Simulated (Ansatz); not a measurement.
**Cu3Te (Pm-3m): equation of state with a fit in Python**

Where is the equilibrium volume of Cu3Te (Pm-3m), and how stiff is it? Wanted for Cu3Te (Pm-3m): an equation of state with a fit.

Program: the Python package of Ansatz 0.2.0. Level of theory: DFT PBE, plane waves, PAW. These are calculated values, not measurements.

## 1. Starting point

Symmetry: Pm-3m, No. 221, cubic system. The conventional cell has a = 3.947 Å, b = 3.947 Å, c = 3.947 Å, α = 90.00°, β = 90.00°, γ = 90.00°. Around Cu (site symmetry 4/mmm) lie 8 Cu at 2.79 Å and 4 Te at 2.79 Å. Around Te (site symmetry m-3m) lie 12 Cu at 2.79 Å.

The script holds or builds the structure itself.

## 2. The code

File run_eos.py:

```python
"""Energy against volume for Cu3Te, with a fit."""

from dataclasses import dataclass
import warnings

import ansatz as az
import numpy as np


@dataclass(frozen=True)
class Settings:
    smearing: str = "fermi_dirac"
    sigma: float = 0.05
    ecut: int = 500
    kmesh: tuple[int, ...] = (6, 6, 6)


settings = Settings()

VECTORS = np.array([
    [3.946662, 0.0, 0.0],
    [0.0, 3.946662, 0.0],
    [0.0, 0.0, 3.946662],
])
SITES = [
    ("Cu", (0.0, 0.5, 0.5)),
    ("Cu", (0.5, 0.0, 0.5)),
    ("Cu", (0.5, 0.5, 0.0)),
    ("Te", (0.0, 0.0, 0.0)),
]


def crystal_on(cell):
    crystal = az.Crystal(lattice=az.Lattice.of(cell))
    for symbol, position in SITES:
        crystal = crystal.atom(symbol, position)
    return crystal


def main() -> None:
    warnings.simplefilter("ignore", az.DeckWarning)

    # scale the volume, keep shape and fractions
    volumes, energies, pressures = [], [], []
    for scale in np.linspace(0.95, 1.07, 5):
        cell = VECTORS * scale ** (1 / 3)
        calc = (
            crystal_on(cell).calculation()
            .pseudopotentials("paw")
            .functional(az.Functional.PBE)
            .occupations(settings.smearing, width=settings.sigma)
            .basis(settings.ecut)
            .kpoints(*settings.kmesh)
            .stress()
        )
        summary = calc.run().report
        volumes.append(abs(np.linalg.det(cell)) / len(SITES))
        energies.append(summary["free_energy_ev"] / len(SITES))
        pressures.append(np.trace(summary["stress_gpa"]) / 3)
        print(f"V = {volumes[-1]:8.4f} A^3/atom  F = {energies[-1]:.5f} eV/atom  P = {pressures[-1]:8.3f} GPa")

    # third-order Birch-Murnaghan: a cubic in V^(-2/3)
    x = np.array(volumes) ** (-2 / 3)
    poly = np.polynomial.Polynomial.fit(x, energies, 3).convert()
    roots = poly.deriv().roots()
    x0 = min((r.real for r in roots if abs(r.imag) < 1e-9 and poly.deriv(2)(r.real) > 0), key=lambda r: abs(r - x.mean()))
    v0 = x0 ** -1.5
    b0 = 4 / 9 * poly.deriv(2)(x0) * v0 ** (-7 / 3) * 160.21766
    b1 = 4 + 2 / 3 * x0 * poly.deriv(3)(x0) / poly.deriv(2)(x0)
    print(f"V0 = {v0:.4f} A^3/atom, B0 = {b0:.1f} GPa, dB/dP = {b1:.2f}")


if __name__ == "__main__":
    main()
```

## 3. The input behind the calls

The engine receives this input (first run):

```yaml
crystal:
  lattice:
    - [3.8797564985446793, 0.0, 0.0]
    - [0.0, 3.8797564985446793, 0.0]
    - [0.0, 0.0, 3.8797564985446793]
  atoms:
    - { symbol: Cu, position: [0.0, 0.5, 0.5] }
    - { symbol: Cu, position: [0.5, 0.0, 0.5] }
    - { symbol: Cu, position: [0.5, 0.5, 0.0] }
    - { symbol: Te, position: [0.0, 0.0, 0.0] }
basis:
  ecutwfc: 500.0
kpoints:
  mp_grid:
    grid: [6, 6, 6]
hamiltonian:
  xc: pbe
  pseudopotentials:
    kind: paw
scf:
  occupations:
    method: fermi_dirac
    width: 0.05
output:
  stress: true
```

## 4. Launch

Run with:

```bash
$ python run_eos.py
```

Log:

```text
V =  14.6000 A^3/atom  F = -6713.69575 eV/atom  P =    6.744 GPa
V =  15.0611 A^3/atom  F = -6713.70990 eV/atom  P =    3.174 GPa
V =  15.5221 A^3/atom  F = -6713.71444 eV/atom  P =    0.054 GPa
V =  15.9832 A^3/atom  F = -6713.71062 eV/atom  P =   -2.645 GPa
V =  16.4442 A^3/atom  F = -6713.69963 eV/atom  P =   -4.929 GPa
V0 = 15.5309 A^3/atom, B0 = 97.0 GPa, dB/dP = 3.91
```

It took 12 s on 1 thread of AMD EPYC 7R43 (Zen 3), shared host; peak memory 0.46 GiB.

## 5. Inputs of later runs

The engine's inputs for some of the other runs:

Run 3, against run 1:

```diff
@@ -3,3 +3,3 @@
-    - [3.8797564985446793, 0.0, 0.0]
-    - [0.0, 3.8797564985446793, 0.0]
-    - [0.0, 0.0, 3.8797564985446793]
+    - [3.959773930208789, 0.0, 0.0]
+    - [0.0, 3.959773930208789, 0.0]
+    - [0.0, 0.0, 3.959773930208789]
```

Run 4, against run 1:

```diff
@@ -3,3 +3,3 @@
-    - [3.8797564985446793, 0.0, 0.0]
-    - [0.0, 3.8797564985446793, 0.0]
-    - [0.0, 0.0, 3.8797564985446793]
+    - [3.9985977189997484, 0.0, 0.0]
+    - [0.0, 3.9985977189997484, 0.0]
+    - [0.0, 0.0, 3.9985977189997484]
```

Run 5, against run 1:

```diff
@@ -3,3 +3,3 @@
-    - [3.8797564985446793, 0.0, 0.0]
-    - [0.0, 3.8797564985446793, 0.0]
-    - [0.0, 0.0, 3.8797564985446793]
+    - [4.0366818941417355, 0.0, 0.0]
+    - [0.0, 4.0366818941417355, 0.0]
+    - [0.0, 0.0, 4.0366818941417355]
```

Lines on the test bed's own set-up are left out of the output.

## 6. Run by run

The 5 runs, in the order started:

```
run  volume (Å³/atom)  energy from run 3 (meV/atom)  pressure (GPa)  SCF cycles  CPU time (s)
  1            14.600                         18.69            6.74           9           2.5
  2            15.061                          4.54            3.17           8           2.3
  3            15.522                          0.00            0.05           8           2.2
  4            15.983                          3.83           -2.64           8           2.4
  5            16.444                         14.81           -4.93           8           2.4
```

Energies are free energies F = E - TS of the smeared occupations. 

## 7. Outcome

| quantity | value |
| --- | --- |
| runs compared | 5 |
| range of energy | 18.69 meV/atom |
| lowest point, volume (Å³/atom) | 15.522 |
| equilibrium volume (fit) | 15.53 Å³/atom |
| bulk modulus (fit) | 97 GPa |

In words: A third-order Birch-Murnaghan fit through the 5 points has its minimum at 15.53 Å³ an atom, 1.1 % above the typed cell, with a bulk modulus of 97 GPa and dB/dP = 3.9. From that minimum the energy rises by 18.7 meV an atom on the compressed side and 14.8 meV on the expanded side. The mesh is modest for a metal, so energies can be off by several to tens of meV an atom and pressures by half a GPa or more; differences at equal mesh fare better. Pressure is positive in compression. The structure comes from a database of computed cells and needn't be a stable or known phase.
